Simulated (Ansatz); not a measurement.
# CH₆AlFSi₂: how energies converge with the basis set

How large a basis does CH₆AlFSi₂ need? Two functionals are run in growing sets.

Program: Ansatz 0.2.0, Gaussian basis. Level of theory: one geometry, several basis sets. These are calculated values, not measurements.

The runs, in order: PBE0-D4/def2-SVP; ωB97M-V/def2-SVP; PBE0-D4/def2-QZVPP; ωB97M-V/def2-QZVPP; the functionals' def2-TZVPP values are taken from earlier runs.

### 1 Structure used throughout

All runs share one geometry, relaxed beforehand with PBE0-D4 in a triple-zeta def2 set.

SMILES `FC[SiH]1[AlH][SiH2]1`, 11 atoms, charge 0, spin multiplicity 1.

Atoms are counted from 1 here; the program's logs count them from 0.

Bond lengths: F1–C2 1.389 Å, C2–Si3 1.904 Å, C2–H6 1.095 Å, C2–H7 1.094 Å, Si3–Al4 2.414 Å, Si3–Si5 2.327 Å, Si3–H8 1.498 Å, Al4–Si5 2.405 Å, Al4–H9 1.585 Å, Si5–H10 1.489 Å, Si5–H11 1.501 Å. Angles: F1–C2–Si3 111.4°, F1–C2–H6 108.2°, F1–C2–H7 108.3°, Si3–C2–H6 110.2°, Si3–C2–H7 110.4°, H6–C2–H7 108.2°, C2–Si3–Al4 140.3°, C2–Si3–Si5 128.4°, C2–Si3–H8 110.4°, Al4–Si3–Si5 60.9°, Al4–Si3–H8 99.8°, Si5–Si3–H8 107.1°, Si3–Al4–Si5 57.8°, Si3–Al4–H9 151.3°, Si5–Al4–H9 150.9°, Si3–Si5–Al4 61.3°, Si3–Si5–H10 129.9°, Si3–Si5–H11 104.5° and more.

Coordinates:

```
F    -2.7257    0.8437    0.3890
C    -1.4766    1.3841    0.1136
Si   -0.2645    0.0530   -0.5059
Al    2.1019   -0.3026   -0.8227
Si    0.8031   -1.6119    0.7209
H    -1.6010    2.1645   -0.6448
H    -1.0956    1.8517    1.0267
H    -0.7868   -0.5868   -1.7559
H     3.4838    0.0655   -1.5068
H     0.3606   -2.9981    1.0368
H     1.2661   -0.9200    1.9698
```

### 2 PBE0-D4 in def2-SVP

Input file in.yaml:

```yaml
crystal:
  periodic: [false, false, false]
  atoms:
    - {symbol: F, position_ang: [-2.725680, 0.843718, 0.388992]}
    - {symbol: C, position_ang: [-1.476586, 1.384102, 0.113609]}
    - {symbol: Si, position_ang: [-0.264487, 0.053002, -0.505875]}
    - {symbol: Al, position_ang: [2.101943, -0.302626, -0.822718]}
    - {symbol: Si, position_ang: [0.803055, -1.611912, 0.720856]}
    - {symbol: H, position_ang: [-1.601018, 2.164452, -0.644827]}
    - {symbol: H, position_ang: [-1.095613, 1.851684, 1.026684]}
    - {symbol: H, position_ang: [-0.786849, -0.586813, -1.755913]}
    - {symbol: H, position_ang: [3.483815, 0.065480, -1.506773]}
    - {symbol: H, position_ang: [0.360613, -2.998089, 1.036829]}
    - {symbol: H, position_ang: [1.266108, -0.919998, 1.969838]}
basis:
  gaussian: {orbitals: def2-SVP}
hamiltonian: {xc: pbe0, dispersion: d4}
output: {orbitals: {seedname: orbitals}}
```

Command:

```
ansatz run in.yaml --threads 4 --pin off --events-out ev --progress --plain --max-ram 10444MiB
```

Further steps of the session: ωB97M-V in def2-SVP; PBE0-D4 in def2-QZVPP; ωB97M-V in def2-QZVPP.

Before running them: what should the planned runs give, taken together? Wanted: PBE0-D4: double and triple zeta above quadruple; ωB97M-V: double and triple zeta above quadruple.

The runs gave:

```
                                       quantity           value
PBE0-D4: double and triple zeta above quadruple  13.31, 0.91 eV
ωB97M-V: double and triple zeta above quadruple  13.42, 0.88 eV
```

In words: For PBE0-D4 the step from double to triple zeta gains 12.40 eV and the next only 0.91 eV. Total energies overstate the basis error of differences, where much of it tends to cancel.
